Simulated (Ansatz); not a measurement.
Task: a single point in a Gaussian basis of CH8AlNSi, SMILES C[SiH2][NH][AlH2], with Ansatz's Python interface. Give the script and its output. Use: B3LYP, def2-TZVP basis, multiplicity 1.

```tsv
atom	x (Å)	y (Å)	z (Å)
C	-0.1378	2.0931	-0.1479
Si	-0.5231	0.3065	-0.3265
N	0.9174	-0.6028	0.1190
Al	0.6080	-2.4538	-0.0185
H	-1.0932	2.6991	-0.4627
H	0.0810	2.3865	0.8901
H	0.6799	2.4247	-0.8230
H	-1.5961	-0.0409	0.5541
H	-0.8724	0.0277	-1.6788
H	1.1245	-0.4117	1.1685
H	1.7185	-3.5143	0.1449
H	-0.8298	-2.9691	0.6148
```

The script, `run_energy.py`:
```python
from pathlib import Path
import warnings

import ansatz
import numpy as np


def main() -> None:
    warnings.simplefilter('ignore', ansatz.DeckWarning)

    molecule = (
        ansatz.Crystal.molecule()
        .atom('C', (-0.1378, 2.0931, -0.1479))
        .atom('Si', (-0.5231, 0.3065, -0.3265))
        .atom('N', (0.9174, -0.6028, 0.119))
        .atom('Al', (0.608, -2.4538, -0.0185))
        .atom('H', (-1.0932, 2.6991, -0.4627))
        .atom('H', (0.081, 2.3865, 0.8901))
        .atom('H', (0.6799, 2.4247, -0.823))
        .atom('H', (-1.5961, -0.0409, 0.5541))
        .atom('H', (-0.8724, 0.0277, -1.6788))
        .atom('H', (1.1245, -0.4117, 1.1685))
        .atom('H', (1.7185, -3.5143, 0.1449))
        .atom('H', (-0.8298, -2.9691, 0.6148))
    )

    calculation = molecule.calculation().basis(gaussian='def2-TZVP').functional('b3lyp').forces().orbitals()
    res = calculation.run(threads=1, runs_dir='out')
    r = res.report

    print('reference energy %16.6f eV' % r['reference_energy_ev'])
    print('total energy     %16.6f eV' % r['free_energy_ev'])
    print('occupied orbitals outside the frozen core (up, down):', r['n_occupied'], ' frozen:', r['n_frozen'], ' virtual:', r['n_virtual'])

    symbols = [site.symbol for site in molecule.cartesian_sites]
    print('forces (eV/A)')
    for symbol, f in zip(symbols, r['forces_ev_ang']):
        print(f'  {symbol:2s} {f[0]:9.4f} {f[1]:9.4f} {f[2]:9.4f}')

    charges = r['charge_distribution']
    print('dipole moment', round(4.803205 * float(np.linalg.norm(charges['dipole_moment_e_ang'])), 3), 'D')
    print('Mulliken:', [(s, round(q, 3)) for s, q in zip(symbols, charges['mulliken_charges_e'])])

    lines = Path(r['orbitals_path']).read_text().splitlines()
    field_of = lambda key: [line.split('=')[1].strip() for line in lines if line.startswith(key)]
    orbitals = [(27.211386 * float(e), s, float(n)) for e, s, n in zip(field_of('Ene='), field_of('Spin='), field_of('Occup='))]
    homo = max(e for e, _, n in orbitals if n > 0.5)
    lumo = min(e for e, _, n in orbitals if n < 0.5)
    for e, spin, n in sorted(orbitals):
        if homo - 10 < e < lumo + 5:
            print(f'{spin:6s} {e:10.3f} eV  occupation {n:.0f}')


if __name__ == '__main__':
    main()
```

```console
$ python run_energy.py
reference energy    -17135.409277 eV
total energy        -17135.409277 eV
occupied orbitals outside the frozen core (up, down): [24, 24]  frozen: 0  virtual: [160, 160]
forces (eV/A)
  C    -1.4822    2.0210   -0.7961
  Si    1.7838    0.3636    1.0809
  N    -0.4666   -0.9824    1.3288
  Al   -0.5118    0.8512    1.8515
  H     1.6458   -0.8974    0.5569
  H     0.0530   -0.0971   -0.3212
  H    -0.3990   -0.2031    0.4903
  H    -1.0691   -0.1740    0.4984
  H    -0.2868   -0.4626   -1.1637
  H    -0.2030   -0.3918   -2.2136
  H     0.5444   -0.2430   -0.4830
  H     0.3914    0.2155   -0.8294
dipole moment 0.591 D
Mulliken: [('C', -0.448), ('Si', 0.371), ('N', -0.52), ('Al', 0.443), ('H', 0.105), ('H', 0.117), ('H', 0.125), ('H', -0.071), ('H', -0.082), ('H', 0.204), ('H', -0.119), ('H', -0.125)]
Alpha     -13.990 eV  occupation 2
Alpha     -11.841 eV  occupation 2
Alpha     -11.316 eV  occupation 2
Alpha     -11.047 eV  occupation 2
Alpha     -10.429 eV  occupation 2
Alpha      -9.500 eV  occupation 2
Alpha      -9.331 eV  occupation 2
Alpha      -8.504 eV  occupation 2
Alpha      -8.049 eV  occupation 2
Alpha      -6.949 eV  occupation 2
Alpha      -2.215 eV  occupation 0
Alpha      -0.123 eV  occupation 0
Alpha       0.676 eV  occupation 0
Alpha       1.493 eV  occupation 0
Alpha       1.578 eV  occupation 0
Alpha       1.846 eV  occupation 0
Alpha       2.102 eV  occupation 0
Alpha       2.379 eV  occupation 0
Alpha       2.587 eV  occupation 0
Alpha       2.716 eV  occupation 0
```

Reading the output:
- Total energies depend on the basis set; only differences at equal settings carry meaning.
- The geometry is a force-field or estimated start, not a minimum of this method, and the basis set is short of its limit.
- Alpha marks a spatial orbital of a restricted run, filled by both spins.
- b3lyp holds the VWN-RPA fit, as in Gaussian; the form of ORCA and Turbomole is b3lyp5.
- Levels such as HOMO and LUMO are orbital energies: with these approximate functionals they aren't the ionisation energy and electron affinity, and their gap isn't the fundamental gap.
- Hardware and time: 11 s on 1 thread of Arm Neoverse V1, on a shared host, peak memory 0.48 GiB.
